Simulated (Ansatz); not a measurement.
# C2H2ClI: the cost of one run

Method: the settings change from run to run; program: Ansatz 0.2.0, Gaussian basis.

## (1) The molecule

The structure was relaxed beforehand with PBE0-D4 in a triple-zeta def2 set. I takes a core potential in def2 sets; no spin-orbit term is included.

SMILES `C=C(Cl)I`, 6 atoms, charge 0, spin multiplicity 1.

Atoms are counted from 1 here; the program's logs count them from 0.

Bond lengths: C1–C2 1.322 Å, C1–H5 1.081 Å, C1–H6 1.083 Å, C2–Cl3 1.715 Å, C2–I4 2.084 Å. Angles: C2–C1–H5 120.9°, C2–C1–H6 120.3°, H5–C1–H6 118.8°, C1–C2–Cl3 122.4°, C1–C2–I4 122.2°, Cl3–C2–I4 115.3°.

## (2) r2SCAN/def2-TZVP

This run has charge +1, multiplicity 2, density fitting with def2-universal-jkfit, D3(BJ) with three-body dispersion.

The input, in.yaml:

```yaml
crystal:
  periodic: [false, false, false]
  atoms:
    - {symbol: C, position_ang: [0.677877, 0.329632, 0.312672]}
    - {symbol: C, position_ang: [-0.451140, -0.159901, -0.170485]}
    - {symbol: Cl, position_ang: [-1.971542, 0.581355, 0.115213]}
    - {symbol: I, position_ang: [-0.505787, -1.888123, -1.333858]}
    - {symbol: H, position_ang: [1.622837, -0.157969, 0.116183]}
    - {symbol: H, position_ang: [0.669755, 1.230905, 0.913974]}
basis:
  gaussian: {orbitals: def2-TZVP, fitting: {mean_field: def2-universal-jkfit}}
total_charge: 1
magnetization: {spin_polarized: true, initial_magnetization: 1}
hamiltonian: {xc: {name: r2SCAN}, dispersion: d3bjatm}
output: {forces: true}
```

Started as:

```console
ansatz run in.yaml --threads 2 --pin off --events-out ev --progress --plain --max-ram 4352MiB
```

**Question.** How long does this run take on 2 threads of Arm Neoverse V1, shared host, and how much memory does it need?

About 19 s, with a peak of 0.3 GiB.
